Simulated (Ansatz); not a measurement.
# GaH5Se: a ladder of functionals and wavefunction methods

The task here is to estimate one member of a computed series from the others.

Method: functionals in def2-TZVPP, the program's frozen cores in correlated methods; program: Ansatz 0.2.0, Gaussian basis.

Levels to be run: LDA (SPW92), PBE-D4, revPBE-D4, BLYP-D4, r2SCAN-D4, B97M-V, PBE0-D4, B3LYP-D4, r2SCANh-D4, r2SCAN0-D4, HSE06-D4, BHLYP-D4, CAM-B3LYP-D4, LC-ωPBE, ωB97X-V, ωB97M-V, B2PLYP, PBE-QIDH; CCSD(T)/def2-SVP; CCSD(T)/def2-TZVPP; CCSD(T)/def2-QZVPP; extrapolation to the limit; RPA on PBE.

## Structure used throughout

All runs share one geometry, relaxed beforehand with PBE0-D4 in a triple-zeta def2 set.

SMILES `[GaH3-][SeH2+]`, 7 atoms, charge 0, spin multiplicity 1.

Atoms are counted from 1 here; the program's logs count them from 0.

Bond lengths: Ga1–Se2 2.713 Å, Ga1–H3 1.575 Å, Ga1–H4 1.575 Å, Ga1–H5 1.574 Å, Se2–H6 1.469 Å, Se2–H7 1.469 Å. Angles: Se2–Ga1–H3 94.5°, Se2–Ga1–H4 94.5°, Se2–Ga1–H5 98.0°, H3–Ga1–H4 118.9°, H3–Ga1–H5 119.1°, H4–Ga1–H5 119.1°, Ga1–Se2–H6 97.0°, Ga1–Se2–H7 97.0°, H6–Se2–H7 91.5°.

Coordinates:

```
Ga   -0.8046   -0.6649   -0.5542
Se    0.7758    0.5918    1.2577
H    -0.3674   -2.1132   -0.1159
H    -2.1456   -0.0685    0.0174
H    -0.1834   -0.0397   -1.8587
H     2.0534    0.3563    0.5729
H     0.6718    1.9383    0.6808
```

The first run:

Input file in.yaml:

```yaml
crystal:
  periodic: [false, false, false]
  atoms:
    - {symbol: Ga, position_ang: [-0.804607, -0.664946, -0.554203]}
    - {symbol: Se, position_ang: [0.775784, 0.591770, 1.257714]}
    - {symbol: H, position_ang: [-0.367357, -2.113220, -0.115902]}
    - {symbol: H, position_ang: [-2.145611, -0.068507, 0.017423]}
    - {symbol: H, position_ang: [-0.183410, -0.039684, -1.858729]}
    - {symbol: H, position_ang: [2.053401, 0.356330, 0.572923]}
    - {symbol: H, position_ang: [0.671800, 1.938257, 0.680775]}
basis:
  gaussian: {orbitals: def2-TZVPP}
hamiltonian: {xc: lda}
output: {orbitals: {seedname: orbitals}}
```

Command:

```console
$ ansatz run in.yaml --threads 2 --pin off --events-out ev --progress --plain --max-ram 32768MiB --backend cpu
```

Steps of the session up to this table: LDA; PBE-D4 (GGA); revPBE-D4 (GGA); BLYP-D4 (GGA); r2SCAN-D4 (meta-GGA); B97M-V (meta-GGA); B3LYP-D4 (hybrid); r2SCANh-D4 (hybrid); r2SCAN0-D4 (hybrid); HSE06-D4 (hybrid); BHLYP-D4 (hybrid); CAM-B3LYP-D4 (range-separated); LC-ωPBE (range-separated); ωB97X-V (range-separated); ωB97M-V (range-separated); B2PLYP (double hybrid); PBE-QIDH (double hybrid).

One of the session's tables, all rows but one given; the rest of the session is left out.

It belongs to the step «Orbital energies across the functionals». 

| functional | HOMO (eV) | gap (eV) |
| --- | --- | --- |
| LDA (SPW92) | -6.71 | 4.90 |
| PBE-D4 | -6.64 | 4.94 |
| revPBE-D4 | ? | ? |
| BLYP-D4 | -6.56 | 4.92 |
| r2SCAN-D4 | -6.97 | 5.51 |
| B97M-V | -7.05 | 5.51 |
| PBE0-D4 | -7.89 | 7.11 |
| B3LYP-D4 | -7.70 | 6.65 |
| r2SCANh-D4 | -7.42 | 6.29 |
| r2SCAN0-D4 | -8.10 | 7.47 |
| HSE06-D4 | -7.48 | 6.32 |
| BHLYP-D4 | -9.07 | 9.23 |
| CAM-B3LYP-D4 | -9.29 | 9.60 |
| LC-ωPBE | -10.68 | 12.22 |
| ωB97X-V | -10.32 | 11.70 |
| ωB97M-V | -10.13 | 11.33 |

**Question.** Estimate the row for revPBE-D4.

As computed: HOMO (eV): -6.61; gap (eV): 4.95. In the column «HOMO (eV)» it lies between PBE-D4 (-6.64) and BLYP-D4 (-6.56).
